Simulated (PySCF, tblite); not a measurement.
# C₅H₈ClFSi₂: geometry, infrared bands and NMR shifts

What infrared bands and NMR shifts should C₅H₈ClFSi₂ (`C#CC[Si@@H](Cl)/C(F)=C/[SiH3]`) show?

Computed with tblite 0.8.0 and PySCF 2.14.0, with density-fitted response routines of our own, on a single molecule in the gas phase. Atoms are numbered from 0 throughout.

### Step 1. Starting geometry

17 atoms, charge 0, multiplicity 1; geometry from: force field or distance geometry start.

Bonds of the start (Å): C0–C1 1.24, C1–C2 1.45, C2–Si3 1.86, Si3–Cl4 2.11, Si3–C5 1.87, C5–F6 1.34, C5–C7 1.34, C7–Si8 1.85, C0–H9 1.04, C2–H10 1.11, C2–H11 1.11, Si3–H12 1.45, C7–H13 1.08, Si8–H14 1.48, Si8–H15 1.46, Si8–H16 1.46.

### Step 2. Optimising the geometry with GFN2-xTB

What the job is given:

```
{"job": {"kind": "relax", "xc": "GFN2-xTB", "basis": "xTB"}, "charge": 0, "multiplicity": 1}
C      4.238200     0.981500    -0.340200
C      3.005900     1.021400    -0.229800
C      1.564000     1.066100    -0.072700
Si     0.828900    -0.529100    -0.692800
Cl     1.335700    -2.039300     0.684300
C     -1.027900    -0.349700    -0.647900
F     -1.798900    -0.623900    -1.707500
C     -1.518100     0.088100     0.520200
Si    -3.339100     0.334600     0.766900
H      5.277600     0.967200    -0.430400
H      1.323300     1.205800     0.999700
H      1.100500     1.886400    -0.654000
H      1.245300    -0.865300    -2.039500
H     -0.883600     0.304200     1.361800
H     -3.508000     1.280100     1.894500
H     -3.906200     0.904100    -0.454600
H     -3.944400    -0.970600     1.032000
```

On the command line:

```
OMP_NUM_THREADS=1 python probes_run.py task.json out
```

One launch serves the whole session: the jobs run in the order shown.

**Question.** This job is followed by: GFN2-xTB harmonic vibrations, gas phase; GIAO PBE0/pcSseg-1 NMR shielding, non-relativistic, gas phase. Predict these results of the whole session: strongest single infrared mode (GFN2-xTB); zero-point energy (GFN2-xTB); ¹³C shifts against TMS (PBE0/pcSseg-1); ¹H shifts against TMS (PBE0/pcSseg-1, means over atoms taken as alike); ²⁹Si shifts against TMS (PBE0/pcSseg-1); ³⁵Cl shifts against HCl (PBE0/pcSseg-1); ¹⁹F shifts against CFCl3 (PBE0/pcSseg-1).

As calculated:

```
                                                              quantity                                   value
                             strongest single infrared mode (GFN2-xTB)                    790 cm⁻¹, 520 km/mol
                                          zero-point energy (GFN2-xTB)                           64.6 kcal/mol
                                ¹³C shifts against TMS (PBE0/pcSseg-1)      190.3, 119.4, 82.0, 75.9, 11.6 ppm
¹H shifts against TMS (PBE0/pcSseg-1, means over atoms taken as alike)  5.59, 5.20, 4.22, 2.05, 1.94, 1.39 ppm
                               ²⁹Si shifts against TMS (PBE0/pcSseg-1)                         -9.9, -90.7 ppm
                               ³⁵Cl shifts against HCl (PBE0/pcSseg-1)                                 -16 ppm
                              ¹⁹F shifts against CFCl3 (PBE0/pcSseg-1)                               -63.3 ppm
```

What this shows: Relaxing lowered the energy by 0.411 eV in 89 steps; the close pair that moved most is Si3–Cl4, from 2.106 to 2.021 Å. The lowest mode is slightly imaginary (20i cm⁻¹), a soft motion within the noise of the Hessian, so the minimum is not strictly shown. The strongest single mode, at 790 cm⁻¹, is spread over several atoms, H14, H15, Si8, H16 among them. Unscaled tight-binding wavenumbers are off by several per cent, some by more. Its intensities can rank the bands wrongly. The most deshielded hydrogen is H13 (hydrogen on an alkene CH), at 5.59 ppm: a vinylic proton, deshielded by the sp2 carbon and the C=C anisotropy. At PBE0/pcSseg-1: The largest span, 285 ppm, is at C1, where the paramagnetic term is -154 ppm.
